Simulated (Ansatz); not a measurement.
# B2F3: the cost of one run

Computed with Ansatz 0.2.0 (unrestricted Hartree-Fock, Gaussian basis cc-pV(T+d)Z, and further levels as typed in the inputs, unless a step's input says otherwise).

## Step 1: The starting structure

Bond lengths: B1–B2 1.693 Å, B1–F3 1.324 Å, B1–F4 1.304 Å, B2–F5 1.286 Å. Angles: B1–B2–F5 151.2°, B2–B1–F3 118.2°, B2–B1–F4 118.4°, F3–B1–F4 123.5°.

Structure file:

```xyz
5

B    -0.0042   -0.0006   -0.0214
B     0.0164   -0.0179    1.6716
F     1.1550   -0.0125   -0.6606
F    -1.1591    0.0055   -0.6271
F     0.0004    0.5888    2.8054
```

## Step 2: Relaxing the atoms: B2F3

input.yaml

```yaml
relax:
  f_tol: 0.001
  max_steps: 200
crystal:
  periodic: [false, false, false]
  atoms:
    - { symbol: B, position_ang: [-0.004168, -0.000563, -0.021362] }
    - { symbol: B, position_ang: [0.016403, -0.017934, 1.671583] }
    - { symbol: F, position_ang: [1.155029, -0.012453, -0.66058] }
    - { symbol: F, position_ang: [-1.15909, 0.005515, -0.627078] }
    - { symbol: F, position_ang: [0.000415, 0.588821, 2.805391] }
magnetization:
  spin_polarized: true
  initial_magnetization: 1
basis:
  gaussian: { orbitals: "cc-pV(T+d)Z.json" }
hamiltonian:
  xc: hf
```

On the command line:

```bash
$ ansatz run input.yaml --threads 4 --pin off --max-ram 8192MiB --backend cpu --events-out ev --progress --plain --runs-dir out
```

**Question.** How long does this run take on 4 threads of Intel Xeon 6975P-C (Granite Rapids), shared host, and how much memory does it need?

About 9.5 s, with a peak of 0.34 GiB.
